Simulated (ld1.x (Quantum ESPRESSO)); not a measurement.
**Ge: generating and testing a PAW potential**

Task: generate the file, and judge it by its errors in other configurations, its logarithmic derivatives, its ghosts and its cutoff.

Program: ld1.x (Quantum ESPRESSO) 7.5. Reference atom: PBEsol, scalar-relativistic, spherical and spin-unpolarised. All values are calculated.

### Step 1. The atom and the settings

The settings as typed:

- element: germanium (Ge, Z = 32)
- type: PAW
- frozen core: [Ar]
- valence charge: 14
- reference configuration: 3d10 4s2 4p2
- partial waves: 4s (bound): rcut 1.60, rcutus 2.05 bohr; 4s channel at -0.2 Ry: rcut 1.60, rcutus 2.05 bohr; 4p (bound): rcut 1.50, rcutus 1.85 bohr; 4p channel at 2.35 Ry: rcut 1.50, rcutus 1.85 bohr; 3d (bound): rcut 0.80, rcutus 1.00 bohr; 3d channel at -1.15 Ry: rcut 0.80, rcutus 1.00 bohr
- local potential: all-electron potential smoothed inside 1.40 bohr (lloc = -1)
- core correction: Bessel-smoothed model core inside 0.75 bohr
- augmentation charge: BESSEL, radius 0.55 bohr

### Step 2. Generation

Ge.in reads:

```
 &input
   title='Ge', zed=32., rel=1, dft='PBESOL', iswitch=3,
   config='[Ar] 3d10 4s2 4p2',
   nld=3, rlderiv=2.25, eminld=-4.0, emaxld=5.0, deld=0.02
 /
 &inputp
   pseudotype=3, lpaw=.true., tm=.true., lloc=-1, rcloc=1.40,
   nlcc=.true., new_core_ps=.true., rcore=0.75,
   which_augfun='BESSEL', rmatch_augfun=0.55,
   file_pseudopw='Ge.UPF', file_wfcaegen='ae.wfc', file_wfcncgen='nc.wfc', file_beta='beta', file_chi='chi', file_wfcusgen='us.wfc'
 /
6
4S  1  0   2.00   0.00  1.60  2.05  0.0
4S  1  0   0.00  -0.20  1.60  2.05  0.0
4P  2  1   2.00   0.00  1.50  1.85  0.0
4P  2  1   0.00   2.35  1.50  1.85  0.0
3D  3  2  10.00   0.00  0.80  1.00  0.0
3D  3  2   0.00  -1.15  0.80  1.00  0.0
 &test
   configts(1)='3d10 4s2 4p2'
 /
```

The run is started by

```bash
$ ld1.x < Ge.in > Ge.out
```

Output in Ge.out (without the banner and most projector matrices):

```text
     Program LD1 v.7.5
     --------------------------- All-electron run ----------------------------

     Ge
     scalar relativistic calculation

     atomic number is 32.00
     dft =PBESOL   lsd =0 sic =0 latt =0  beta=0.20 tr2=1.0E-14
     Exchange-correlation= PBESOL
                           (   1   4  10   8   0   0   0)
     mesh =1207 r(mesh) = 100.41023 a.u. xmin = -7.00 dx = 0.01250
     1 Ry =  13.60569312 eV, c = 137.03599908

     n l     nl                  e(Ry)          e(Ha)          e(eV)
     1 0     1S 1( 2.00)      -804.9585      -402.4792    -10952.0180
     2 0     2S 1( 2.00)      -100.7399       -50.3699     -1370.6359
     2 1     2P 1( 6.00)       -88.0571       -44.0285     -1198.0777
     3 0     3S 1( 2.00)       -12.3563        -6.1782      -168.1161
     3 1     3P 1( 6.00)        -8.4836        -4.2418      -115.4256
     3 2     3D 1(10.00)        -2.1544        -1.0772       -29.3123
     4 0     4S 1( 2.00)        -0.8631        -0.4316       -11.7433
     4 1     4P 1( 2.00)        -0.2864        -0.1432        -3.8968

     final scf error:  9.8E-15 reached in  36 iterations

     Etot =   -4194.589934 Ry,   -2097.294967 Ha,  -57070.303424 eV

     Ekin =    4270.140783 Ry,    2135.070392 Ha,   58098.225088 eV
     Encl =  -10112.824798 Ry,   -5056.412399 Ha, -137591.990814 eV
     Eh   =    1803.960466 Ry,     901.980233 Ha,   24544.132508 eV
     Exc  =    -155.866385 Ry,     -77.933193 Ha,   -2120.670205 eV

     normalization and overlap integrals

     s(1S/1S) =  1.000000  <r> =   0.0470  <r2> =    0.0030  r(max) =   0.0309
     s(2S/2S) =  1.000000  <r> =   0.2102  <r2> =    0.0521  r(max) =   0.1754
     s(2P/2P) =  1.000000  <r> =   0.1838  <r2> =    0.0414  r(max) =   0.1418
     s(3S/3S) =  1.000000  <r> =   0.6247  <r2> =    0.4503  r(max) =   0.5402
     s(3P/3P) =  1.000000  <r> =   0.6474  <r2> =    0.4936  r(max) =   0.5402
     s(3D/3D) =  1.000000  <r> =   0.7368  <r2> =    0.6976  r(max) =   0.5012
     s(4S/4S) =  1.000000  <r> =   2.1153  <r2> =    5.1783  r(max) =   1.7494
     s(4P/4P) =  1.000000  <r> =   2.8834  <r2> =    9.9356  r(max) =   2.2184

     ------------------------ End of All-electron run ------------------------

     --------------------- Generating PAW atomic setup --------------------

      Generating local potential from pseudized AE potential:
      Matching radius rcloc =   1.4000

      Local pseudo, rcloc= 1.397 Estimated cut-off energy=    12.59 Ry

      Computing core charge for nlcc:

       r > 0.76 : true rho core
      Core charge pseudized with two Bessel functions
      Integrated core pseudo-charge :  10.57
      Wfc-us  4S rcutus= 2.032  Estimated cut-off energy=    11.28 Ry
      Wfc-us  4S rcutus= 2.032  Estimated cut-off energy=    12.71 Ry
      Wfc-us  4P rcutus= 1.839  Estimated cut-off energy=    21.45 Ry
      Wfc-us  4P rcutus= 1.839  Estimated cut-off energy=    26.43 Ry
      Wfc-us  3D rcutus= 1.009  Estimated cut-off energy=   114.30 Ry
      Wfc-us  3D rcutus= 1.009  Estimated cut-off energy=   122.49 Ry

     Required augmentation: BESSEL   radius:    0.550000
     Suggested rho cutoff for augmentation: 323.59 Ry

     Estimated PAW energy = -312.154090 Ryd

     The PAW screened D coefficients
     2.47070     1.90317     0.00000     0.00000     0.00000     0.00000
     1.90317     1.46824     0.00000     0.00000     0.00000     0.00000
     0.00000     0.00000     0.36279     0.54015     0.00000     0.00000
     0.00000     0.00000     0.54015     0.81494     0.00000     0.00000
     0.00000     0.00000     0.00000     0.00000    -6.23028    -3.47297
     0.00000     0.00000     0.00000     0.00000    -3.47297    -1.93138

     The PAW descreened D coefficients (US)
    -3.79322    -2.89869     0.00000     0.00000     0.00000     0.00000
    -2.89869    -2.21709     0.00000     0.00000     0.00000     0.00000
     0.00000     0.00000    -0.30870    -0.54935     0.00000     0.00000
     0.00000     0.00000    -0.54935    -0.92591     0.00000     0.00000
     0.00000     0.00000     0.00000     0.00000     1.31423     1.04283
     0.00000     0.00000     0.00000     0.00000     1.04283     0.76871

     ------------------- End of pseudopotential generation -------------------

     [... the all-electron block is printed once more ...]


     Computing logarithmic derivative in   2.26038
     Computing logarithmic derivative in   2.26038
     Computing the partial wave expansion
     R is outside the sphere for l=    0 j= 0.00
     R is outside the sphere for l=    0 j= 0.00
     R is outside the sphere for l=    1 j= 0.00
     R is outside the sphere for l=    1 j= 0.00
     R is outside the sphere for l=    2 j= 0.00
     R is outside the sphere for l=    2 j= 0.00

     ---------------------- Testing the pseudopotential ----------------------

     Ge
     scalar relativistic calculation

     atomic number is 32.00   valence charge is 14.00
     dft = SLA  PW   PSX  PSC   lsd =0 sic =0 latt =0  beta=0.20 tr2=1.0E-14
     mesh =1207 r(mesh) = 100.41023 xmin = -7.00 dx = 0.01250

     n l     nl             e AE (Ry)        e PS (Ry)    De AE-PS (Ry)
     3 2     3D   1(10.00)       -2.15441       -2.15442        0.00001
     1 0     4S   1( 2.00)       -0.86312       -0.86312        0.00001
     2 1     4P   1( 2.00)       -0.28641       -0.28641        0.00000

     eps = 2.4E-16  iter =  6

     Etot =   -4194.589934 Ry,   -2097.294967 Ha,  -57070.303424 eV
     Etotps =  -312.154075 Ry,    -156.077038 Ha,   -4247.072553 eV

     Ekin =     314.289673 Ry,     157.144836 Ha,    4276.128841 eV
     Encl =    -641.245818 Ry,    -320.622909 Ha,   -8724.593818 eV
     Ehrt =     170.668433 Ry,      85.334216 Ha,    2322.062320 eV
     Ecxc =    -155.866362 Ry,     -77.933181 Ha,   -2120.669896 eV
     (Ecc =     -27.160660 Ry,     -13.580330 Ha,    -369.539609 eV)

     ---------------------- End of pseudopotential test ----------------------
```

It took 2.6 s on 1 thread of Intel Xeon 6975P-C, shared host. This counts the later configuration tests of the new file too.

Partial waves on a coarse radial grid (AE all-electron, PS pseudo):

```csv
r (bohr),4s AE,4s PS
0.103,0.1647,0.0817
0.205,0.1221,0.1615
0.308,-0.1583,0.2399
0.410,-0.3260,0.3145
0.513,-0.3348,0.3857
0.615,-0.2352,0.4515
0.718,-0.0819,0.5124
0.820,0.0838,0.5668
0.923,0.2427,0.6152
1.025,0.3807,0.6565
1.128,0.4964,0.6915
1.230,0.5871,0.7194
1.332,0.6556,0.7407
1.435,0.7046,0.7556
1.538,0.7364,0.7642
1.640,0.7534,0.7668
1.743,0.7585,0.7637
1.845,0.7537,0.7551
1.948,0.7411,0.7412
2.050,0.7224,0.7224
2.153,0.6989,0.6989
2.255,0.6722,0.6722
2.358,0.6428,0.6428
2.460,0.6121,0.6121
2.562,0.5806,0.5806
2.665,0.5484,0.5484
```

### Step 3. Transferability test

Ge.test.in reads:

```
 &input
   title='Ge', zed=32., rel=1, dft='PBESOL', iswitch=2,
   config='[Ar] 3d10 4s2 4p2'
 /
 &test
   file_pseudo='Ge.UPF', nconf=8,
   configts(1)='3d10 4s2 4p2',
   configts(2)='3d10 4s2 4p1',
   configts(3)='3d10 4s2 4p0',
   configts(4)='3d10 4s1 4p0',
   configts(5)='3d10 4s0 4p4',
   configts(6)='3d10 4s0 4p0',
   configts(7)='3d10 4s1 4p3',
   configts(8)='3d10 4s2 4p1.5'
 /
```

The run is started by

```bash
$ ld1.x < Ge.test.in > Ge.test.out
```

Ge.test.out, the pseudopotential blocks:

```text
     ---------------------- Testing the pseudopotential ----------------------

     Ge
     scalar relativistic calculation

     atomic number is 32.00   valence charge is 14.00
     dft =SLA  PW   PSX  PSC   lsd =0 sic =0 latt =0  beta=0.20 tr2=1.0E-14
     mesh =1207 r(mesh) = 100.41023 xmin = -7.00 dx = 0.01250

     n l     nl             e AE (Ry)        e PS (Ry)    De AE-PS (Ry)
     3 2     3D   1(10.00)       -2.15441       -2.15442        0.00001
     1 0     4S   1( 2.00)       -0.86312       -0.86312        0.00001
     2 1     4P   1( 2.00)       -0.28641       -0.28641        0.00000

     eps = 2.4E-16  iter =  6

     Etot =   -4194.589934 Ry,   -2097.294967 Ha,  -57070.303424 eV
     Etotps =  -312.154075 Ry,    -156.077038 Ha,   -4247.072553 eV

     Ekin =     314.289673 Ry,     157.144836 Ha,    4276.128841 eV
     Encl =    -641.245818 Ry,    -320.622909 Ha,   -8724.593819 eV
     Ehrt =     170.668433 Ry,      85.334216 Ha,    2322.062320 eV
     Ecxc =    -155.866362 Ry,     -77.933181 Ha,   -2120.669896 eV
     (Ecc =     -27.160660 Ry,     -13.580330 Ha,    -369.539609 eV)

     ---------------------- End of pseudopotential test ----------------------

     ---------------------- Testing the pseudopotential ----------------------

     Ge
     [...]
     n l     nl             e AE (Ry)        e PS (Ry)    De AE-PS (Ry)
     3 2     3D   1(10.00)       -2.81776       -2.81615       -0.00161
     1 0     4S   1( 2.00)       -1.46208       -1.46261        0.00052
     2 1     4P   1( 1.00)       -0.82733       -0.82729       -0.00004

     eps = 7.3E-15  iter = 14

     Etot =   -4194.042153 Ry,   -2097.021077 Ha,  -57062.850479 eV
     Etotps =  -311.606245 Ry,    -155.803123 Ha,   -4239.618948 eV
     dEtot_ae =       0.547781 Ry
     dEtot_ps =       0.547830 Ry,   Delta E=      -0.000049 Ry

     [...]
     ---------------------- End of pseudopotential test ----------------------

     ---------------------- Testing the pseudopotential ----------------------

     Ge
     [...]
     n l     nl             e AE (Ry)        e PS (Ry)    De AE-PS (Ry)
     3 2     3D   1(10.00)       -3.61817       -3.61516       -0.00301
     1 0     4S   1( 2.00)       -2.15220       -2.15359        0.00139
     2 1     4P   1( 0.00)       -1.45534       -1.45534        0.00000

     eps = 3.1E-15  iter = 21

     Etot =   -4192.906700 Ry,   -2096.453350 Ha,  -57047.401848 eV
     Etotps =  -310.470668 Ry,    -155.235334 Ha,   -4224.168637 eV
     dEtot_ae =       1.683235 Ry
     dEtot_ps =       1.683407 Ry,   Delta E=      -0.000172 Ry

     [...]
     ---------------------- End of pseudopotential test ----------------------

     ---------------------- Testing the pseudopotential ----------------------

     Ge
     [...]
     n l     nl             e AE (Ry)        e PS (Ry)    De AE-PS (Ry)
     3 2     3D   1(10.00)       -4.63902       -4.65264        0.01363  !
     1 0     4S   1( 1.00)       -2.96839       -2.96438       -0.00401
     2 1     4P   1( 0.00)       -2.20180       -2.20120       -0.00059

     eps = 9.1E-16  iter = 12

     Etot =   -4190.349829 Ry,   -2095.174914 Ha,  -57012.613850 eV
     Etotps =  -307.915747 Ry,    -153.957874 Ha,   -4189.407164 eV
     dEtot_ae =       4.240105 Ry
     dEtot_ps =       4.238328 Ry,   Delta E=       0.001778 Ry

     [...]
     ---------------------- End of pseudopotential test ----------------------

     ---------------------- Testing the pseudopotential ----------------------

     Ge
     [...]
     n l     nl             e AE (Ry)        e PS (Ry)    De AE-PS (Ry)
     3 2     3D   1(10.00)       -2.40122       -2.40972        0.00850  !
     1 0     4S   1( 0.00)       -0.99638       -0.99581       -0.00057
     2 1     4P   1( 4.00)       -0.38282       -0.38266       -0.00015

     eps = 3.8E-15  iter = 16

     Etot =   -4193.398370 Ry,   -2096.699185 Ha,  -57054.091362 eV
     Etotps =  -310.965066 Ry,    -155.482533 Ha,   -4230.895262 eV
     dEtot_ae =       1.191565 Ry
     dEtot_ps =       1.189009 Ry,   Delta E=       0.002556 Ry

     [...]
     ---------------------- End of pseudopotential test ----------------------

     ---------------------- Testing the pseudopotential ----------------------

     Ge
     [...]
     n l     nl             e AE (Ry)        e PS (Ry)    De AE-PS (Ry)
     3 2     3D   1(10.00)       -5.73302       -5.75230        0.01928  !
     1 0     4S   1( 0.00)       -3.81896       -3.81884       -0.00012
     2 1     4P   1( 0.00)       -2.98353       -2.98245       -0.00108

     eps = 1.4E-15  iter = 10

     Etot =   -4186.958992 Ry,   -2093.479496 Ha,  -56966.479167 eV
     Etotps =  -304.527354 Ry,    -152.263677 Ha,   -4143.305723 eV
     dEtot_ae =       7.630942 Ry
     dEtot_ps =       7.626721 Ry,   Delta E=       0.004221 Ry

     [...]
     ---------------------- End of pseudopotential test ----------------------

     ---------------------- Testing the pseudopotential ----------------------

     Ge
     [...]
     n l     nl             e AE (Ry)        e PS (Ry)    De AE-PS (Ry)
     3 2     3D   1(10.00)       -2.28231       -2.29001        0.00770  !
     1 0     4S   1( 1.00)       -0.93340       -0.93156       -0.00184
     2 1     4P   1( 3.00)       -0.33722       -0.33719       -0.00004

     eps = 9.6E-15  iter = 15

     Etot =   -4194.003346 Ry,   -2097.001673 Ha,  -57062.322480 eV
     Etotps =  -311.568747 Ry,    -155.784374 Ha,   -4239.108762 eV
     dEtot_ae =       0.586589 Ry
     dEtot_ps =       0.585328 Ry,   Delta E=       0.001261 Ry

     [...]
     ---------------------- End of pseudopotential test ----------------------

     ---------------------- Testing the pseudopotential ----------------------

     Ge
     [...]
     n l     nl             e AE (Ry)        e PS (Ry)    De AE-PS (Ry)
     3 2     3D   1(10.00)       -2.46604       -2.46524       -0.00080
     1 0     4S   1( 2.00)       -1.14830       -1.14853        0.00023
     2 1     4P   1( 1.50)       -0.54336       -0.54334       -0.00002

     eps = 2.0E-15  iter = 13

     Etot =   -4194.383792 Ry,   -2097.191896 Ha,  -57067.498715 eV
     Etotps =  -311.947908 Ry,    -155.973954 Ha,   -4244.267513 eV
     dEtot_ae =       0.206142 Ry
     dEtot_ps =       0.206167 Ry,   Delta E=      -0.000024 Ry

     [...]
     ---------------------- End of pseudopotential test ----------------------
```

Energies count from the reference configuration 3d10 4s2 4p2; the error is all-electron less pseudo.

```csv
valence configuration,charge,ΔE all-electron (eV),error AE − PS (meV)
3d10 4s2 4p1,+1,7.453,-0.7
3d10 4s2 4p0,+2,22.902,-2.3
3d10 4s1 4p0,+3,57.690,+24
3d10 4s0 4p4,0,16.212,+35
3d10 4s0 4p0,+4,103.824,+57
3d10 4s1 4p3,0,7.981,+17
3d10 4s2 4p1.5,+0.5,2.805,-0.3
```

### Step 4. Logarithmic derivatives

Taken from the files of the generation run. The phase is arctan(r·u′/u) with u = r·R, unwrapped, with energies in Ry. A pole is an energy at which the radial function vanishes at the test radius. The pseudo phase is shifted by a multiple of π to meet the all-electron one at the reference energy. Levels narrower than the energy grid can be missing from the poles. The last column is the largest difference on the grid between −1 and +1 Ry.

```tsv
channel	radius (bohr)	reference (Ry)	poles AE	poles PS	window around the reference with phases within 0.05 rad (Ry)	largest difference near zero (rad)
s	2.26	-0.86	0.89	0.88, 2.74	below 2.5	0.000
p	2.26	-0.29	2.22	2.22	the whole range	0.000
d	2.26	-2.15	-2.10, 4.57	-2.10, 4.58	the whole range	0.000
```

Phases (rad) along the scan:

```csv
E (Ry),s AE,s PS,d AE,d PS
-4.00,1.291,1.290,1.349,1.349
-3.52,1.258,1.258,1.332,1.332
-3.04,1.210,1.210,1.307,1.307
-2.56,1.135,1.135,1.252,1.252
-2.08,0.997,0.997,-1.630,-1.630
-1.60,0.673,0.673,-1.829,-1.829
-1.12,-0.203,-0.203,-1.884,-1.884
-0.64,-1.037,-1.037,-1.941,-1.941
-0.16,-1.343,-1.343,-2.021,-2.021
0.32,-1.480,-1.480,-2.150,-2.150
0.80,-1.560,-1.560,-2.399,-2.399
1.28,-1.616,-1.617,-2.941,-2.942
1.76,-1.663,-1.666,-3.734,-3.735
2.24,-1.707,-1.719,-4.207,-4.208
2.72,-1.754,-4.610,-4.427,-4.427
3.20,-1.810,-4.911,-4.545,-4.545
3.68,-1.884,-4.982,-4.621,-4.620
4.16,-1.997,-5.074,-4.675,-4.675
4.64,-2.201,-5.221,-4.718,-4.718
```

### Step 5. Cutoff and ghost test in a Bessel basis

A separate test, outside the generator: the pseudo-atom's Hamiltonian at the reference potential is diagonalised in spherical Bessel functions j_l(qr) that vanish at 20 bohr, with q² up to the cutoff.

All-electron valence levels (Ry): 4s -0.8631, 4p -0.2864, 3d -2.1544. The lowest levels of each channel (Ry) by cutoff; the last column sums, over occupied levels, occupation times the distance from the level at 400 Ry. A positive value at high cutoff is not a bound level.

```csv
cutoff (Ry),s #1,p #1,d #1,f #1,Σ f·Δε (mRy)
8,-0.8630,-0.2863,0.0545,0.1088,22090.6
15,-0.8630,-0.2864,0.0530,0.1088,22075.2
25,-0.8631,-0.2864,0.0417,0.1088,21962.0
40,-0.8631,-0.2864,-0.7453,0.1088,14091.7
55,-0.8631,-0.2864,-1.6755,0.1088,4789.8
80,-0.8631,-0.2864,-2.1059,0.1088,485.9
110,-0.8631,-0.2864,-2.1525,0.1088,19.5
160,-0.8631,-0.2864,-2.1539,0.1088,5.3
230,-0.8631,-0.2864,-2.1543,0.1088,1.3
260,-0.8631,-0.2864,-2.1544,0.1088,0.5
350,-0.8631,-0.2864,-2.1544,0.1088,0.2
400,-0.8631,-0.2864,-2.1545,0.1088,0.0
```

The sum stays within 10 mRy from 160 Ry and within 1 mRy from 260 Ry. The sum leaves out empty levels, which can need more. Ghost test: no level below the all-electron spectrum of its channel (s, p, d, f tested).

### Step 6. Outcome

```
                                                quantity                      value
               cutoffs for 10 and 1 mRy, occupied levels          160 Ry and 260 Ry
                                            bound ghosts                 none found
                            largest test error (AE − PS)  +57 meV, for 3d10 4s0 4p0
largest phase difference near zero energy, channels read                  0.000 rad
         lowest eigenvalue of the overlap (Bessel basis)                  0.311 (s)
```

By total energies transferability is fair: the largest error is 57 meV on 103.8 eV, for 3d10 4s0 4p0. That test lies far up in energy; among those under 40 eV, nearer to bonding, the largest error is 35 meV. The potential is very hard: the looser tolerance needs 160 Ry. The slowest occupied level is 3d: taken alone it needs 160 Ry to come within 1 mRy, against 8 Ry for 4p. No bound ghost shows below the valence levels. Near zero energy the phases of the channels with partial waves agree within 0.001 rad. All of this concerns the isolated atom, not yet a solid.
